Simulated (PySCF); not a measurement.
ClGaBrH, in a box:

```
Cl Ga Br H
1.0
    13.00000    0.00000    0.00000
     0.00000   13.00000    0.00000
     0.00000    0.00000   11.00000
Cl Ga Br H
1 1 1 1
Cartesian
  4.9732 6.4902 4.8172
  7.0324 6.7526 5.2931
  8.0528 4.9627 6.2508
  7.7717 8.0793 5.0008
```

Program: PySCF 2.14.0. Alike in all runs: task atomic charges; potentials or basis def2-svp (all-electron); no spin polarisation; cell as given; k mesh 1 × 1 × 1; smearing fixed.

Problem. Order these runs on this cell by their band gap on the k mesh, lowest first.
A. level MN15-L+D3; three-body dispersion term no; three-centre integrals read from an earlier run's file
B. level PBEsol0; exxdiv ewald; three-centre integrals read from an earlier run's file
C. level PBE
D. level M06+D4; three-body dispersion term yes; exxdiv ewald; three-centre integrals read from an earlier run's file

Solution. C (4.78 eV), A (5.50 eV), D (6.63 eV), B (6.83 eV).

Caveats: this is a molecule in a periodic box at the Γ point, so its band gap is the HOMO-LUMO gap; relativity is left out, which matters for the heavier elements; the basis of atomic orbitals isn't converged, which shifts pressures, moduli and gaps.

